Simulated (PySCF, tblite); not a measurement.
**BH6O4Si−, a fragment of a glass network (dimer): NMR shifts, core binding energies and electronic excitations**

What NMR shifts, core binding energies and electronic excitations should one expect for `O[B-](O)(O)O[SiH3]`? It is drawn as: Si B4, H ends, O bridges.

Computed with tblite 0.8.0 and PySCF 2.14.0; each step states its level. No surroundings beyond the atoms listed, unless a continuum is named. Atoms count from 0, parts from 1.

### Step 1. Starting point

12 atoms, charge -1, multiplicity 1; geometry: distance geometry start.

### Step 2. Geometry optimisation with GFN2-xTB

Job settings and geometry (Å):

```
{"job": {"kind": "relax", "xc": "GFN2-xTB", "basis": "xTB"}, "charge": -1, "multiplicity": 1}
O     -0.612058     0.329236     2.170876
B     -0.080069     0.857027     0.856482
O     -0.639296     2.222160     0.633024
O      1.429618     0.970598     0.969873
O     -0.423942    -0.036985    -0.249697
Si    -1.984992    -0.828991    -0.453019
H     -1.476355    -0.095100     2.247472
H     -0.160032     3.052991     0.686063
H      1.977364     1.531801     0.434570
H     -2.613482    -0.970958     0.798187
H     -1.809209    -2.101061    -1.091108
H     -2.801365    -0.008922    -1.274149
```

Method: GFN2-xTB geometry optimisation, gas phase.

The run is started by

```console
OMP_NUM_THREADS=1 python cluster_run.py task.json out
```

One launch serves the whole session: the jobs run in the order shown.

**Question.** The jobs that follow are: PBE0-D3(BJ)/def2-SVP geometry optimisation, gas phase; GIAO PBE0/aug-pcSseg-2 NMR shielding, non-relativistic, gas phase; delta-SCF UKS SCAN, aug-pcX-2 on the ionised atom, aug-pcseg-1 elsewhere, spin-free X2C; TDDFT CAM-B3LYP/def2-SVPD, vertical, gas phase, core orbitals frozen in the response. Predict: point group; rotational constants (main isotopes); shieldings of H, O (PBE0/aug-pcSseg-2); O1s binding energies, SCAN/aug-pcX-2 (standing for 3 of 4 atoms); B1s binding energies, SCAN/aug-pcX-2; Si2p binding energies, SCAN/aug-pcX-2; lowest singlet (CAM-B3LYP/def2-SVPD); brightest single state of those computed; lowest triplet; vertical ionisation energy (ΔSCF).

The runs gave:

| quantity | value |
| --- | --- |
| point group | C1 |
| rotational constants (main isotopes) | 4.82, 2.01, 1.93 GHz |
| shieldings of H, O (PBE0/aug-pcSseg-2) | H9 26.3, H10 26.3, H11 26.6, H6 30.6, H8 31.6, H7 31.7, O0 238.0, O4 245.0 ppm and more |
| O1s binding energies, SCAN/aug-pcX-2 (standing for 3 of 4 atoms) | O2 532.99, O0 532.91, O4 532.00 eV |
| B1s binding energies, SCAN/aug-pcX-2 | B1 192.44 eV |
| Si2p binding energies, SCAN/aug-pcX-2 | Si5 102.52 eV |
| lowest singlet (CAM-B3LYP/def2-SVPD) | 6.15 eV (202 nm), f = 0.009 |
| brightest single state of those computed | state 3, 6.66 eV, f = 0.063 |
| lowest triplet | 5.99 eV |
| vertical ionisation energy (ΔSCF) | 5.36 eV |

**Reading.** The start of the PBE0/def2-SVP relaxation was shaken at random by about 0.01 Å, so part of the energy gained, and of the first lengths quoted, undoes that. Relaxing lowered the energy by 0.410 eV in 25 steps; the close pair that moved most is O4–Si5, from 1.549 to 1.644 Å (PBE0/def2-SVP). Hydrogens of an XH3 group are listed apart at this fixed geometry; free rotation makes them one line at their mean. At PBE0/aug-pcSseg-2: The largest span, 180 ppm, is at Si5, where the paramagnetic term is -436 ppm. At SCAN/aug-pcX-2: The O1s levels kept as sound span 1.00 eV, from O4 (oxygen bonded to B, Si) up to O2 (oxygen bonded to B, H). Only 3 of the 4 O atoms are covered by sound results. The lowest singlet, at 6.15 eV, is HOMO→LUMO 0.83 and is weak; of the 6 states computed, the strongest absorption comes from state 3 at 6.66 eV. The lowest triplet lies 0.16 eV below the lowest singlet (triplets in Tamm-Dancoff, singlets in full TDDFT). In the gas-phase run even the lowest singlet lies above the computed detachment energy of this anion, so its states are not to be taken as bound. At CAM-B3LYP/def2-SVPD, all states lie near or above the ionisation energy, where they hang on the basis. ΔSCF puts the ionisation energy at 5.36 eV, 0.79 eV above −ε(HOMO). A capped cluster stands for the solid here, so long-range fields and strain are missing, and bands or shifts of the capping hydrogens have no counterpart in it.
